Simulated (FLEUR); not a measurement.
# Co: equation of state with PBEsol

The system is Co.

```xyz
2
Lattice="2.4720 0.0000 0.0000 -1.2360 2.1408 0.0000 0.0000 0.0000 4.0211" Properties=species:S:1:pos:R:3 pbc="T T T"
Co    1.2360    0.7136    3.0159
Co    0.0000    1.4272    1.0053
```

```json
{
  "Program": "FLEUR MaX-R8.1 (later development tree)",
  "Task": "equation of state",
  "Functional": "PBEsol",
  "Potentials or basis": "all-electron",
  "Basis": "FLAPW",
  "Kmax": "4.69 1/bohr",
  "k mesh": "12 × 12 × 7",
  "Occupations": "fermi-dirac, width 0.05 eV",
  "Spin": "collinear spin, program default start",
  "Gmax": "14.5 1/bohr",
  "Muffin-tin radii": "Co 2.09 bohr",
  "lmax": "Co 9",
  "lnonsphr": "Co 9",
  "Local orbitals a species": "Co 5"
}
```

```
Equilibrium volume                        : 10.36 Å³/atom
Bulk modulus at fixed shape and positions : 234 GPa
Pressure derivative of the bulk modulus   : 4.3
```

Energy against volume, from the lowest point:
| volume (Å³/atom) | energy (meV/atom) |
| --- | --- |
| 10.002 | 9.34 |
| 10.215 | 1.22 |
| 10.427 | 0.00 |
| 10.640 | 4.92 |
| 10.853 | 15.44 |
| 11.066 | 30.86 |
| 11.279 | 50.76 |

Caveat: the cell was scaled at fixed shape and fractional positions, which overstates the stiffness of a crystal with free parameters, most of all of layers and chains.
